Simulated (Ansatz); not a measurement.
# Al2GaN3: the cost of one run

Method: DFT r2SCAN, scalar-relativistic, plane waves, PAW, in Ansatz 0.2.0.

2 further runs of the same task are left out: 2 set aside as unsound or not needed.

## 1. The starting structure

It takes space group Cm (No. 8, monoclinic). The conventional cell has a = 11.475 Å, b = 3.131 Å, c = 7.413 Å, α = 90.00°, β = 104.81°, γ = 90.00°. Al (site symmetry m) is surrounded by 4 N at 1.88 to 1.91 Å. Al (site symmetry m) has 4 N at 1.89 to 1.90 Å as nearest neighbours. Al (site symmetry m) has 4 N at 1.90 Å as nearest neighbours. Around Ga (site symmetry m) lie 4 N at 1.93 to 1.96 Å. N (site symmetry m) has 3 Al at 1.90 Å and 1 Ga at 1.96 Å as nearest neighbours. Only part of the 12 independent sites is listed.

As a file:

```xyz
12
Lattice="5.7374 -1.5656 0.0001 5.7374 1.5656 0.0001 -1.8953 0.0000 7.1670" Properties=species:S:1:pos:R:3 pbc="T T T"
Al   10.0966    0.0000    2.7902
Al    8.7276    0.0000    5.5672
Al    1.7167    0.0000    3.1856
Al    6.1427    0.0000    0.8112
Ga    3.0713    0.0000    0.4130
Ga    5.6278    0.0000    5.1727
N     1.3423    0.0000    1.3262
N     3.9096    0.0000    6.1109
N     8.4139    0.0000    3.6916
N     7.0647    0.0000    6.4611
N     0.0231    0.0000    4.0442
N     4.4870    0.0000    1.7436
```

It goes back to an entry of the Materials Project, which need not be the stable form.

It is the result of an earlier relaxation at this level (volume 10.73 Å³/atom; gap on the mesh: 3.89 eV).

## 2. The unstrained reference

File input.yaml:

```yaml
crystal:
  lattice:
    - [5.7373991406, -1.5656207116, 8.06422e-05]
    - [5.7373991406, 1.5656207116, 8.06422e-05]
    - [-1.8953313519, 0.0, 7.1670158991]
  atoms:
    - { symbol: Al, position: [0.9441952135, 0.9441952135, 0.3892898896] }
    - { symbol: Al, position: [0.8888879353, 0.8888879353, 0.7767651279] }
    - { symbol: Al, position: [0.2230177659, 0.2230177659, 0.4444718661] }
    - { symbol: Al, position: [0.5540134091, 0.5540134091, 0.113166586] }
    - { symbol: Ga, position: [0.2771705069, 0.2771705069, 0.057621194] }
    - { symbol: Ga, position: [0.6096607455, 0.6096607455, 0.7217208378] }
    - { symbol: "N", position: [0.1475416019, 0.1475416019, 0.1850385135] }
    - { symbol: "N", position: [0.4815388576, 0.4815388576, 0.852625693] }
    - { symbol: "N", position: [0.8183278141, 0.8183278141, 0.5150645276] }
    - { symbol: "N", position: [0.7645750432, 0.7645750432, 0.9014880047] }
    - { symbol: "N", position: [0.0952197704, 0.0952197704, 0.5642807386] }
    - { symbol: "N", position: [0.4312163366, 0.4312163366, 0.2432680112] }
basis:
  ecutwfc: 500
kpoints:
  mp_grid: { grid: [8, 8, 4] }
hamiltonian:
  xc: r2scan
scf:
  occupations: { method: gaussian, width: 0.02 }
output:
  forces: true
  stress: true
  eigenvalues: true
```

Run with:

```sh
$ ansatz run input.yaml --threads 2 --pin off --max-ram 5120MiB --backend cpu --events-out ev --progress --plain --runs-dir out
```

**Question.** How long does this run take on 2 threads of Arm Neoverse V2, shared host, and how much memory does it need?

About 43 s, with a peak of 1.1 GiB.
